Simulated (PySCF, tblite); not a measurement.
# C₅H₈NOSi radical: geometry, infrared bands and EPR parameters

Wanted: the infrared bands and EPR parameters of C₅H₈NOSi radical (`N#C[C@H]1CCC[Si]1O`), by calculation.

Programs: tblite 0.8.0 and PySCF 2.14.0, with density-fitted response routines of our own. Each step states its level of theory. These are calculated values for one molecule in the gas phase, unless marked as measured. Atoms are numbered from 0 throughout.

**1. The molecule as given**

16 atoms, charge 0, multiplicity 2; geometry from: force field or distance geometry start.

Bonds of the start (Å): N0–C1 1.15, C1–C2 1.48, C2–C3 1.54, C3–C4 1.51, C4–C5 1.51, C5–Si6 1.89, Si6–O7 1.73, Si6–C2 1.87, C2–H8 1.09, C3–H9 1.14, C3–H10 1.09, C4–H11 1.10, C4–H12 1.13, C5–H13 1.09, C5–H14 1.10, O7–H15 0.98.

**2. Geometry optimisation with GFN2-xTB**

Job settings and geometry (Å):

```
{"job": {"kind": "relax", "xc": "GFN2-xTB", "basis": "xTB"}, "charge": 0, "multiplicity": 2}
N      0.611100     2.768400    -1.215000
C      0.320700     2.045300    -0.367300
C     -0.029800     1.097400     0.716900
C     -1.288700     0.328500     0.288700
C     -0.815500    -0.707200    -0.709800
C      0.013100    -1.626900     0.158900
Si     1.197200    -0.308800     0.817800
O      2.393200     0.023800    -0.390200
H     -0.144600     1.597200     1.683900
H     -1.619200    -0.274100     1.195300
H     -2.077500     0.978100    -0.099800
H     -1.644900    -1.223100    -1.222900
H     -0.119600    -0.179500    -1.419800
H      0.533300    -2.414200    -0.386200
H     -0.637100    -1.955900     0.985000
H      3.300700    -0.140000    -0.046900
```

Launch:

```bash
> OMP_NUM_THREADS=1 python probes_run.py task.json out
```

The driver reads the jobs from task.json and runs them one after another.

Log:

```text
step      E/eV     max force
  0    -637.34728    2.667
  1    -637.60449    1.122
  2    -637.69416    1.621
  3    -637.70429    3.343
  4    -637.78544    0.743
  5    -637.83303    0.580
  6    -637.86032    0.672
  7    -637.87837    0.408
  8    -637.89853    0.349
  9    -637.91377    0.368
 10    -637.92663    0.307
 11    -637.93796    0.273
 12    -637.95043    0.286
 13    -637.96202    0.280
 14    -637.97168    0.259
 15    -637.97915    0.233
 16    -637.98579    0.207
 17    -637.99272    0.253
 18    -637.99960    0.275
 19    -638.00545    0.286
 20    -638.01000    0.214
 21    -638.01391    0.139
 22    -638.01705    0.142
 23    -638.01910    0.099
 24    -638.02021    0.079
 25    -638.02114    0.084
 26    -638.02223    0.100
 27    -638.02319    0.080
 28    -638.02399    0.067
 29    -638.02492    0.083
 30    -638.02620    0.112
 31    -638.02759    0.127
 32    -638.02865    0.092
 33    -638.02925    0.071
 34    -638.02966    0.051
 35    -638.03019    0.080
 36    -638.03073    0.069
 37    -638.03112    0.040
 38    -638.03135    0.034
 39    -638.03156    0.040
 40    -638.03180    0.045
 41    -638.03208    0.041
 42    -638.03235    0.044
 43    -638.03270    0.054
 44    -638.03331    0.075
 45    -638.03452    0.138
 46    -638.03608    0.312
 47    -638.03928    0.300
 48    -638.04162    0.702
 49    -638.04925    0.426
 50    -638.05573    0.210
 51    -638.06105    0.672
 52    -638.06522    0.418
 53    -638.06917    0.205
 54    -638.07233    0.276
 55    -638.07432    0.210
 56    -638.07869    0.128
 57    -638.08285    0.095
 58    -638.08458    0.256
 59    -638.08619    0.136
 60    -638.08760    0.114
 61    -638.09030    0.213
 62    -638.09187    0.208
 63    -638.09522    0.218
 64    -638.09929    0.173
 65    -638.09996    0.757
 66    -638.10859    0.213
 67    -638.11262    0.158
 68    -638.11328    0.796
 69    -638.11988    0.203
 70    -638.12258    0.164
 71    -638.12818    0.309
 72    -638.13011    0.123
 73    -638.13251    0.121
 74    -638.13640    0.130
 75    -638.13963    0.139
 76    -638.14254    0.273
 77    -638.14525    0.179
 78    -638.14872    0.291
 79    -638.15245    0.300
 80    -638.15533    0.311
 81    -638.15864    0.256
 82    -638.16140    0.235
 83    -638.16338    0.163
 84    -638.16436    0.185
 85    -638.16567    0.222
 86    -638.16721    0.144
 87    -638.16901    0.144
 88    -638.17033    0.163
 89    -638.17133    0.167
 90    -638.17244    0.150
 91    -638.17356    0.132
 92    -638.17467    0.104
 93    -638.17585    0.129
 94    -638.17725    0.140
 95    -638.17860    0.209
 96    -638.18035    0.124
 97    -638.18194    0.078
 98    -638.18276    0.101
 99    -638.18345    0.091
100    -638.18400    0.079
101    -638.18438    0.057
102    -638.18470    0.047
103    -638.18503    0.037
104    -638.18527    0.036
105    -638.18535    0.050
106    -638.18544    0.021
107    -638.18549    0.020
108    -638.18557    0.018
109    -638.18561    0.014
110    -638.18565    0.015
111    -638.18566    0.009
```

It took 0.68 s on 1 thread of Arm Neoverse V2, shared host.

Step by step: (not every step is listed)

```
step  energy from step 0 (eV)  largest force (eV/Å)
   0                   0.0000                2.6671
   1                  -0.2572                1.1215
   2                  -0.3469                1.6212
   3                  -0.3570                3.3426
   4                  -0.4382                0.7431
   5                  -0.4858                0.5795
   6                  -0.5130                0.6724
   7                  -0.5311                0.4076
   8                  -0.5513                0.3490
  17                  -0.6454                0.2529
  26                  -0.6750                0.1005
  35                  -0.6829                0.0799
  44                  -0.6860                0.0749
  53                  -0.7219                0.2054
  62                  -0.7446                0.2080
  71                  -0.7809                0.3095
  80                  -0.8081                0.3109
  89                  -0.8241                0.1666
  98                  -0.8355                0.1012
 106                  -0.8382                0.0212
 107                  -0.8382                0.0202
 108                  -0.8383                0.0177
 109                  -0.8383                0.0144
 110                  -0.8384                0.0151
 111                  -0.8384                0.0094
```

Distances of close pairs at the start and the end, largest changes first:

```
  bond  before (Å)  after (Å)  change (Å)
Si6–O7       1.732      1.622      -0.110
C2–Si6       1.869      1.957      +0.088
 C1–C2       1.482      1.423      -0.059
 C3–H9       1.138      1.092      -0.045
C4–H12       1.126      1.094      -0.032
C5–Si6       1.890      1.918      +0.028
O7–H15       0.984      0.961      -0.023
 C4–C5       1.512      1.529      +0.017
```

The next job starts from the end point, and lists it.

**3. Vibrational analysis with GFN2-xTB**

Job settings and geometry (Å):

```
{"job": {"kind": "ir", "xc": "GFN2-xTB", "basis": "xTB"}, "charge": 0, "multiplicity": 2}
N      1.055326     2.479678    -1.127741
C      0.538573     1.906579    -0.277962
C     -0.011483     1.090894     0.750757
C     -1.304627     0.409284     0.289918
C     -0.938229    -0.738768    -0.650482
C      0.079781    -1.642734     0.046340
Si     1.218962    -0.413230     0.979681
O      2.663396    -0.144312     0.292140
H     -0.172148     1.699553     1.640856
H     -1.823460     0.012185     1.165209
H     -1.968777     1.120113    -0.207479
H     -1.831146    -1.297882    -0.936542
H     -0.499477    -0.320763    -1.560821
H      0.622657    -2.256057    -0.671341
H     -0.435004    -2.320750     0.725955
H      2.798057     0.425153    -0.469897
```

Log:

```text
mode    cm-1     km/mol
  1      65.3      1.39
  2     100.6      9.95
  3     151.0      5.48
  4     200.7      4.62
  5     233.2     21.04
  6     274.9      9.28
  7     284.2    100.57
  8     367.4      5.22
  9     470.5     18.79
 10     472.1     17.85
 11     573.9      6.16
 12     674.1      1.93
 13     677.7     48.29
 14     757.8    219.27
 15     777.3     42.81
 16     856.3      4.56
 17     906.6    106.56
 18     915.8     57.83
 19     970.3     18.26
 20    1004.4     15.69
 21    1024.6     16.56
 22    1071.0      9.32
 23    1114.4      6.07
 24    1120.8      0.85
 25    1154.2      8.27
 26    1229.4      2.56
 27    1247.7     18.26
 28    1271.8      4.33
 29    1323.1      0.53
 30    1336.9      1.99
 31    1475.1      1.95
 32    1488.4      0.52
 33    1504.2      0.49
 34    2367.0    335.23
 35    2958.4     11.91
 36    2968.9     38.11
 37    2974.4      4.55
 38    2981.5     49.50
 39    2985.4     45.30
 40    2996.8     62.18
 41    3008.1     25.45
 42    3503.1     10.99
```

Wall time 0.49 s (1 thread of Arm Neoverse V2, shared host).

Which atoms move in the most intense modes:

```
cm⁻¹  km/mol                                 atoms
 284   100.6                     H15 58 %, O7 13 %
 678    48.3           C5 30 %, Si6 22 %, H14 15 %
 758   219.3                     H15 80 %, O7 15 %
 907   106.6                     O7 31 %, Si6 25 %
 916    57.8   C3 18 %, O7 16 %, Si6 14 %, C4 12 %
2367   335.2                      C1 60 %, N0 39 %
2982    49.5  H11 41 %, H12 17 %, H9 17 %, H8 17 %
2997    62.2                    H13 52 %, H14 32 %
```

**4. EPR parameters: B3LYP/pcH-1**

Same as in step 3 but for these lines:

```diff
@@ -1,2 +1,2 @@
-{"job": {"kind": "ir", "xc": "GFN2-xTB", "basis": "xTB"}, "charge": 0, "multiplicity": 2}
+{"job": {"kind": "epr", "basis": "pcH-1"}, "charge": 0, "multiplicity": 2}
 N      1.055326     2.479678    -1.127741
```

With the program's defaults for keys left out, this is: UKS B3LYP, pcH-1 on C H N O Si, non-relativistic, mean-field spin-orbit, GIAO.

Log:

```text
UKS, coarse grid
  cycle   1  E = -614.67003725  |g| = 6.66e-01
  cycle   2  E = -614.23135741  |g| = 1.24e+00
  cycle   3  E = -614.82501441  |g| = 1.98e-01
  cycle   4  E = -614.83952405  |g| = 9.81e-02
  cycle   5  E = -614.84320227  |g| = 3.81e-02
  cycle   6  E = -614.84376874  |g| = 7.63e-03
  cycle   7  E = -614.84379632  |g| = 2.24e-03
  cycle   8  E = -614.84379872  |g| = 8.07e-04
UKS, final grid
  cycle   1  E = -614.84376696  |g| = 9.78e-04
  cycle   2  E = -614.84376658  |g| = 1.34e-03
  cycle   3  E = -614.84376744  |g| = 1.25e-04
  cycle   4  E = -614.84376745  |g| = 4.46e-05
  cycle   5  E = -614.84376745  |g| = 4.13e-05
  cycle   6  E = -614.84376745  |g| = 1.60e-05
E = -614.84376745 Eh   <S^2> = 0.7514 (exact 0.7500)
g shifts (ppm)      1          2          3
  rmc          -165       -165       -165
  gc             54         38         89
  oz_so        -286         -9        777
  total        -397       -136        701
hyperfine (MHz)  atom isotope    a_iso     a_fc   dipolar eigenvalues
    0   14N       0.79       0.79     -0.90     -0.82      1.73
    1   13C       8.34       8.34     -1.28     -0.81      2.10
    2   13C      49.79      49.79     -5.31     -4.35      9.66
    3   13C       6.75       6.75     -1.01     -0.80      1.80
    4   13C      17.06      17.06     -2.16     -1.68      3.84
    5   13C      67.49      67.48    -10.18     -9.11     19.29
    6  29Si    -683.37    -684.35   -150.91     74.22     76.69
    7   17O     -89.97     -89.92    -12.27      5.29      6.98
    8    1H       4.18       4.18     -4.52     -2.85      7.37
    9    1H      -0.60      -0.60     -2.09     -1.50      3.60
   10    1H       3.07       3.07     -1.36     -0.85      2.21
   11    1H      19.25      19.25     -1.88     -0.68      2.56
   12    1H      -0.79      -0.79     -2.13     -1.28      3.41
   13    1H       4.08       4.08     -5.62     -1.33      6.96
   14    1H       0.84       0.84     -6.42     -3.27      9.70
   15    1H      51.35      51.34     -4.19     -3.05      7.24
```

Run time: 97 s. Hardware: 1 thread of Arm Neoverse V2, shared host; peak memory 0.97 GiB.

Principal g values 2.00192, 2.00218, 2.00302; g(iso) = 2.00238, against 2.00232 for a free electron.

Hyperfine couplings, nucleus by nucleus at this fixed geometry (no averaging over rotations):

```
nuclei  isotope  a(iso) (MHz)  a(iso) (G, at g = 2.0023)  largest dipolar term (MHz)
   Si6     29Si        -683.4                     -243.8                      -150.9
    O7      17O         -90.0                      -32.1                       -12.3
    C5      13C          67.5                       24.1                        19.3
   H15       1H          51.4                       18.3                         7.2
    C2      13C          49.8                       17.8                         9.7
   H11       1H          19.2                        6.9                         2.6
    C4      13C          17.1                        6.1                         3.8
    C1      13C           8.3                        3.0                         2.1
    C3      13C           6.8                        2.4                         1.8
    H8       1H           4.2                        1.5                         7.4
   H13       1H           4.1                        1.5                         7.0
   H10       1H           3.1                        1.1                         2.2
   H14       1H           0.8                        0.3                         9.7
   H12       1H          -0.8                       -0.3                         3.4
```

Mulliken spin populations:

N0 0.02; C1 0.00; C2 0.02; C3 0.00; C4 0.01; C5 0.06; Si6 0.84; O7 0.02; H8 0.00; H9 0.00; H10 0.00; H11 0.01; H12 0.00; H13 0.00; H14 0.00; H15 0.03

In first order the couplings over 0.8 MHz of 1H give 64 distinct lines over 29.5 G.

The fields below are evaluated on a grid from the run's orbitals.

ELF in a plane through or near 6 of the atoms.

Values, 10 rows by 14 columns:
```
0.00 0.00 0.00 0.00 0.00 0.00 0.00 0.00 0.00 0.00 0.00 0.00 0.00 0.00
0.00 0.00 0.00 0.00 0.00 0.00 0.00 0.04 0.08 0.01 0.00 0.00 0.00 0.00
0.00 0.00 0.03 0.16 0.20 0.06 0.02 0.97 0.99 0.64 0.01 0.00 0.00 0.00
0.00 0.03 0.37 0.59 0.78 0.63 0.05 0.80 0.89 0.18 0.02 0.01 0.00 0.00
0.00 0.06 0.51 0.70 0.75 0.50 0.14 0.31 0.78 0.55 0.92 0.81 0.02 0.00
0.00 0.00 0.14 0.22 0.26 0.14 0.02 0.35 0.20 0.61 0.95 0.78 0.02 0.00
0.00 0.00 0.02 0.61 0.76 0.13 0.04 0.23 0.56 0.38 0.05 0.01 0.00 0.00
0.00 0.00 0.02 0.49 0.61 0.35 0.02 0.66 1.00 0.97 0.16 0.01 0.00 0.00
0.00 0.00 0.00 0.01 0.07 0.08 0.00 0.12 0.79 0.51 0.02 0.00 0.00 0.00
0.00 0.00 0.00 0.00 0.00 0.00 0.00 0.00 0.00 0.00 0.00 0.00 0.00 0.00
```
The map spans 10.1 Å across and 9.5 Å up, centred on the molecule. Atoms in the plane (x, y in Å): C1 (-1.7, 1.0), C4 (1.2, 0.0), H10 (0.7, 2.1), H11 (2.2, 0.2), H13 (1.1, -2.1), H15 (-2.3, -1.6).

log10 of the density (e/Å³) in the same plane.

Values, 10 rows by 14 columns:
```
-4.0 -4.0 -4.0 -4.0 -4.0 -4.0 -4.0 -4.0 -4.0 -4.0 -4.0 -4.0 -4.0 -4.0
-4.0 -4.0 -4.0 -3.9 -3.5 -3.5 -3.3 -2.7 -2.6 -3.1 -3.8 -4.0 -4.0 -4.0
-4.0 -3.8 -2.6 -2.0 -1.7 -1.9 -1.8 -1.0 -0.8 -1.6 -2.7 -3.8 -4.0 -4.0
-4.0 -2.6 -1.5 -0.6 -0.1 -0.4 -1.1 -0.4 -0.2 -1.1 -2.0 -2.7 -3.6 -4.0
-4.0 -2.4 -1.2 -0.1  0.4  0.1 -0.8 -0.5  0.0 -0.3 -0.7 -1.6 -2.9 -4.0
-4.0 -3.0 -1.9 -1.3 -1.0 -1.1 -1.3 -0.5  0.4  0.2 -0.4 -1.4 -2.8 -4.0
-4.0 -3.7 -2.3 -1.1 -0.6 -1.2 -1.4 -0.8 -0.2 -0.6 -1.5 -2.3 -3.4 -4.0
-4.0 -3.9 -2.5 -1.2 -0.7 -1.1 -1.7 -1.0 -0.1 -0.7 -1.8 -2.8 -4.0 -4.0
-4.0 -4.0 -3.7 -2.7 -2.1 -2.2 -2.7 -2.2 -1.8 -2.0 -2.7 -3.7 -4.0 -4.0
-4.0 -4.0 -4.0 -4.0 -4.0 -4.0 -4.0 -3.9 -3.7 -3.8 -4.0 -4.0 -4.0 -4.0
```
The map spans 10.1 Å across and 9.5 Å up, centred on the molecule. Atoms in the plane (x, y in Å): C1 (-1.7, 1.0), C4 (1.2, 0.0), H10 (0.7, 2.1), H11 (2.2, 0.2), H13 (1.1, -2.1), H15 (-2.3, -1.6).

On the surface of density 0.002 e/bohr³ the electrostatic potential runs, from the 1st to the 99th percentile, from -1.72 V near N0 to 1.74 V near H15.

The spin density lies nearest to Si6 69 %; C5 8 %.

**5. Results**

| quantity | value |
| --- | --- |
| strongest single infrared mode (GFN2-xTB) | 2367 cm⁻¹, 335 km/mol |
| zero-point energy (GFN2-xTB) | 77.0 kcal/mol |
| g(iso) (B3LYP) | 2.00238 |
| ⟨S²⟩ | 0.751 (exact 0.75) |
| largest a(iso) | 29Si on Si6, -683.4 MHz |
| surface potential, 1st and 99th percentile | -1.72 V and 1.74 V |

In words: Over 111 steps the energy fell by 0.838 eV; of the close pairs, Si6–O7 changed most, 1.732 to 1.622 Å. No mode is imaginary among the 42: a minimum at this level. The strongest single mode, at 2367 cm⁻¹, moves mainly C1 and N0. Unscaled tight-binding wavenumbers are off by several per cent, some by more. Its intensities can rank the bands wrongly. Most of the unpaired spin sits on Si6 (0.84 e). The isotropic g lies 0.1 ppt above the free-electron value.
